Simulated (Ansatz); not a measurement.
Here is an Ansatz 0.2.0 calculation.

The input input.yaml:

```yaml
crystal:
  lattice:
    - [1.3124950637, 0.7577693783, 9.8626483117]
    - [-1.3124950637, 0.7577693783, 9.8626483117]
    - [0.0, -1.5155387567, 9.8626483117]
  atoms:
    - { symbol: Ge, position: [0.0, 0.0, 0.0] }
    - { symbol: Co, position: [0.59884, 0.59884, 0.59884], spin: 2.0 }
    - { symbol: Co, position: [0.20032, 0.20032, 0.20032], spin: -1.0 }
    - { symbol: Co, position: [0.79968, 0.79968, 0.79968], spin: 2.0 }
    - { symbol: Co, position: [0.40116, 0.40116, 0.40116], spin: -1.0 }
hamiltonian:
  xc: pbesol
  pseudopotentials: { kind: paw }
magnetization:
  spin_polarized: true
kpoints:
  mp_grid: { grid: [12, 12, 12] }
scf:
  occupations: { method: fermi_dirac, width: 0.05 }
output:
  forces: true
  stress: true
  eigenvalues: true
  write_density: true
  write_potential: true
  elf: true
  volumetric_format: npy
```

Potentials or basis: Ansatz PAW.

The run is started by

```sh
$ ansatz run input.yaml --threads 2 --pin off --max-ram 5632MiB --backend cpu --events-out ev --progress --plain --runs-dir out
```

Task: What does it give for the band gap on the k mesh?

Result: None (metal or under the smearing width).

Task: Estimate the absolute moment.

Result: 6.55 μB per cell.

Task: Estimate the net moment.

Result: 5.90 μB per cell.

Stress tensor (GPa, compression positive):
```
-8.75  0.00  0.00
 0.00 -8.75  0.00
 0.00  0.00 -8.40
```

Caveat: the PAW data sets come from PBE, with cores solved anew for the run's functional, which leaves a small shift of forces and pressure; the starting moments weren't kept.
